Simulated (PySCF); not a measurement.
**[Gd(NH3)3]3+: forces at shaken geometries**

Aim: move all atoms of relaxed [Gd(NH3)3]3+ at random and read energies and forces. The species was built from a template and needn't be a known compound.

The runs use PySCF 2.14.0; PBE, Gd lcecp-1-SVP with ECP53, N def2-SVP, H def2-SVP; scalar-relativistic core potentials, no spin–orbit coupling.

1 further run of the same task is left out (for a known fault of the program).

## Step 1: The system as given

13 atoms, charge 3, spin multiplicity 1.

Bond lengths: Gd1–N2 2.434 Å, Gd1–N6 2.434 Å, Gd1–N10 2.434 Å, N2–H3 1.046 Å, N2–H4 1.048 Å, N2–H5 1.046 Å, N6–H7 1.046 Å, N6–H8 1.048 Å, N6–H9 1.046 Å, N10–H11 1.046 Å, N10–H12 1.048 Å, N10–H13 1.046 Å. Angles: N2–Gd1–N6 110.0°, N2–Gd1–N10 110.0°, N6–Gd1–N10 110.0°, Gd1–N2–H3 116.5°, Gd1–N2–H4 114.6°, Gd1–N2–H5 115.9°, H3–N2–H4 102.5°, H3–N2–H5 102.7°, H4–N2–H5 102.5°, Gd1–N6–H7 116.5°, Gd1–N6–H8 114.6°, Gd1–N6–H9 115.9°, H7–N6–H8 102.5°, H7–N6–H9 102.7°, H8–N6–H9 102.5°, Gd1–N10–H11 116.5°, Gd1–N10–H12 114.6°, Gd1–N10–H13 115.9° and more.

As a file:

```xyz
13
GdH9N3
Gd    0.00000    0.00000   -0.77726
N     2.30135   -0.00074    0.01407
H     2.52178   -0.64278    0.81034
H     3.01034   -0.27884   -0.70520
H     2.66934    0.91842    0.35138
N    -1.15003    1.99340    0.01407
H    -0.70423    2.50531    0.81034
H    -1.26369    2.74645   -0.70520
H    -2.13005    1.85251    0.35138
N    -1.15132   -1.99265    0.01407
H    -1.81755   -1.86253    0.81034
H    -1.74665   -2.46761   -0.70520
H    -0.53929   -2.77093    0.35138
```

Formal oxidation states: Gd +3. Each metal's 7 4f electrons lie in its core potential, so multiplicities, spins and levels count the valence alone. An earlier session relaxed this geometry at PBE, Gd lcecp-1-SVP with ECP53, N def2-SVP, H def2-SVP (singlet, point group C3).

Its energy there is -204.227864 Eh.

## Step 2: Atoms moved at random, σ = 0.1 Å

run.py (the lines that set the calculation) reads:

```python
mol = gto.M(atom='''
Gd     0.12608     0.00211    -0.73607
N      2.39429     0.35170     0.04450
H      2.45391    -0.69501     0.70841
H      2.96597    -0.11869    -0.54804
H      2.61468     0.71819     0.46201
N     -1.35131     1.92172    -0.00650
H     -0.65308     2.47456     0.84435
H     -1.24066     2.58033    -0.66635
H     -2.14890     1.92411     0.23527
N     -1.15843    -1.95082    -0.08743
H     -1.72927    -1.75564     0.80672
H     -1.70130    -2.64766    -0.74240
H     -0.57197    -2.80489     0.32005''',
    basis={'Gd': 'lcecp-1-SVP', 'N': 'def2-SVP', 'H': 'def2-SVP'},
    ecp={'Gd': 'lcecp-1-SVP'},
    charge=3, spin=0)
mf = dft.RKS(mol, xc='PBE')
mf.grids.atom_grid = (50, 194)  # f atoms: unpruned, at least (60, 302)
mf = mf.density_fit()  # fitting sets: Gd AutoAux, N def2-universal-JKFIT, H def2-universal-JKFIT
mf.conv_tol = 1e-08; mf.max_cycle = 55
mf.kernel(dm0)  # dm0: the density of the relaxed state
```

Command:

```sh
$ OMP_NUM_THREADS=2 python run.py
```

## Step 3: Atoms moved at random, σ = 0.06 Å

run.py (the lines that set the calculation) reads:

```python
mol = gto.M(atom='''
Gd     0.06992    -0.08301    -0.75329
N      2.27674     0.13823     0.04361
H      2.49646    -0.62145     0.78686
H      2.94803    -0.23229    -0.76732
H      2.71117     0.95711     0.44926
N     -1.08581     1.91816     0.05938
H     -0.70391     2.47529     0.82791
H     -1.22680     2.77537    -0.77454
H     -2.16291     1.83363     0.32650
N     -1.11640    -2.00638     0.03052
H     -1.76553    -1.90664     0.73539
H     -1.82761    -2.49482    -0.74416
H     -0.61337    -2.75319     0.41440''',
    basis={'Gd': 'lcecp-1-SVP', 'N': 'def2-SVP', 'H': 'def2-SVP'},
    ecp={'Gd': 'lcecp-1-SVP'},
    charge=3, spin=0)
mf = dft.RKS(mol, xc='PBE')
mf.grids.atom_grid = (50, 194)  # f atoms: unpruned, at least (60, 302)
mf = mf.density_fit()  # fitting sets: Gd AutoAux, N def2-universal-JKFIT, H def2-universal-JKFIT
mf.conv_tol = 1e-08; mf.max_cycle = 55
mf.kernel(dm0)  # dm0: the density of the relaxed state
```

## Step 4: Atoms moved at random, σ = 0.03 Å

run.py (the lines that set the calculation) reads:

```python
mol = gto.M(atom='''
Gd    -0.06963     0.02866    -0.77961
N      2.30518     0.04576    -0.01567
H      2.53538    -0.64291     0.82861
H      3.07139    -0.30311    -0.73407
H      2.66850     0.90395     0.37520
N     -1.12400     1.96748     0.01932
H     -0.70195     2.51591     0.85527
H     -1.21530     2.75310    -0.74363
H     -2.14346     1.84179     0.37108
N     -1.16405    -1.95319    -0.00567
H     -1.81292    -1.88135     0.78519
H     -1.78342    -2.52095    -0.68724
H     -0.56572    -2.75514     0.36574''',
    basis={'Gd': 'lcecp-1-SVP', 'N': 'def2-SVP', 'H': 'def2-SVP'},
    ecp={'Gd': 'lcecp-1-SVP'},
    charge=3, spin=0)
mf = dft.RKS(mol, xc='PBE')
mf.grids.atom_grid = (50, 194)  # f atoms: unpruned, at least (60, 302)
mf = mf.density_fit()  # fitting sets: Gd AutoAux, N def2-universal-JKFIT, H def2-universal-JKFIT
mf.conv_tol = 1e-08; mf.max_cycle = 55
mf.kernel(dm0)  # dm0: the density of the relaxed state
```

What does the calculation give? Wanted: for each run, σ; energy rise; harmonic estimate −½ F·u; largest force component.

As calculated:

| σ (Å) | energy rise (eV) | harmonic estimate −½ F·u (eV) | largest force component (eV/Å) |
| --- | --- | --- | --- |
| 0.1 | 15.903 | 19.538 | 62.17 |
| 0.06 | 1.163 | 1.101 | 5.39 |
| 0.03 | 0.389 | 0.378 | 3.37 |

Every displacement raises the energy. For a harmonic well the rise equals −½ F·u; the two differ by at most 23 % here (a move with σ = 0.1 Å), from anharmonicity, the grid and the small forces left at the relaxed point. These are double-zeta-type bases without diffuse functions. Spin–orbit coupling is left out.
